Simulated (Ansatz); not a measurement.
**C2H9BOS: how energies converge with the basis set**

Aim: see how fast density functionals converge with the basis set for C2H9BOS.

Program: Ansatz 0.2.0, Gaussian basis. Level of theory: one geometry, several basis sets. These are calculated values, not measurements.

Levels to be run: PBE0-D4/def2-SVP; ωB97M-V/def2-SVP; PBE0-D4/def2-QZVPP; ωB97M-V/def2-QZVPP; the functionals' def2-TZVPP values are taken from earlier runs.

## 1. The relaxed structure

The geometry comes from an earlier relaxation with PBE0-D4 in a triple-zeta def2 set; it is a stationary point, not always the lowest conformer.

14 atoms, charge 0, spin multiplicity 1.

Atoms are counted from 1 here; the program's logs count them from 0.

Bond lengths: C1–B2 1.569 Å, C1–H6 1.097 Å, C1–H7 1.092 Å, C1–H8 1.094 Å, B2–C3 1.572 Å, B2–O4 1.368 Å, C3–H9 1.093 Å, C3–H10 1.097 Å, C3–H11 1.094 Å, O4–H12 0.961 Å, S5–H13 1.341 Å, S5–H14 1.344 Å. Angles: B2–C1–H6 109.1°, B2–C1–H7 113.3°, B2–C1–H8 111.7°, H6–C1–H7 107.5°, H6–C1–H8 105.7°, H7–C1–H8 109.2°, C1–B2–C3 122.3°, C1–B2–O4 116.7°, C3–B2–O4 121.0°, B2–C3–H9 112.3°, B2–C3–H10 108.1°, B2–C3–H11 114.5°, H9–C3–H10 106.0°, H9–C3–H11 108.3°, H10–C3–H11 107.2°, B2–O4–H12 112.7°, H13–S5–H14 92.2°.

## 2. PBE0-D4 in def2-SVP

The input, in.yaml:

```yaml
crystal:
  periodic: [false, false, false]
  atoms:
    - {symbol: C, position_ang: [-1.013281, 1.080249, 0.082393]}
    - {symbol: B, position_ang: [-0.198976, -0.135715, 0.647455]}
    - {symbol: C, position_ang: [1.194536, 0.041132, 1.353231]}
    - {symbol: O, position_ang: [-0.754823, -1.375613, 0.487372]}
    - {symbol: S, position_ang: [0.462553, -0.944835, -2.908958]}
    - {symbol: H, position_ang: [-1.434339, 1.650855, 0.919248]}
    - {symbol: H, position_ang: [-1.843084, 0.782032, -0.561475]}
    - {symbol: H, position_ang: [-0.370372, 1.779862, -0.459770]}
    - {symbol: H, position_ang: [1.226967, 0.929824, 1.988995]}
    - {symbol: H, position_ang: [1.952639, 0.196921, 0.575484]}
    - {symbol: H, position_ang: [1.514560, -0.819518, 1.948328]}
    - {symbol: H, position_ang: [-0.223535, -2.073936, 0.879209]}
    - {symbol: H, position_ang: [-0.173711, 0.233165, -2.992584]}
    - {symbol: H, position_ang: [-0.352132, -1.373521, -1.930129]}
basis:
  gaussian: {orbitals: def2-SVP}
hamiltonian: {xc: pbe0, dispersion: d4}
output: {orbitals: {seedname: orbitals}}
```

Further steps of the session: ωB97M-V in def2-SVP; PBE0-D4 in def2-QZVPP; ωB97M-V in def2-QZVPP.

Q: Predict the results of all the runs planned. Wanted: PBE0-D4: double and triple zeta above quadruple; ωB97M-V: double and triple zeta above quadruple.

**Answer**, as computed:

| quantity | value |
| --- | --- |
| PBE0-D4: double and triple zeta above quadruple | 10.01, 0.63 eV |
| ωB97M-V: double and triple zeta above quadruple | 10.26, 0.60 eV |

In words: For PBE0-D4 the step from double to triple zeta gains 9.39 eV and the next only 0.63 eV. Total energies overstate the basis error of differences, where much of it tends to cancel. The LUMO of ωB97M-V is positive and keeps falling with the basis (2.76 to 1.24 eV): an unbound level that the basis holds in place.
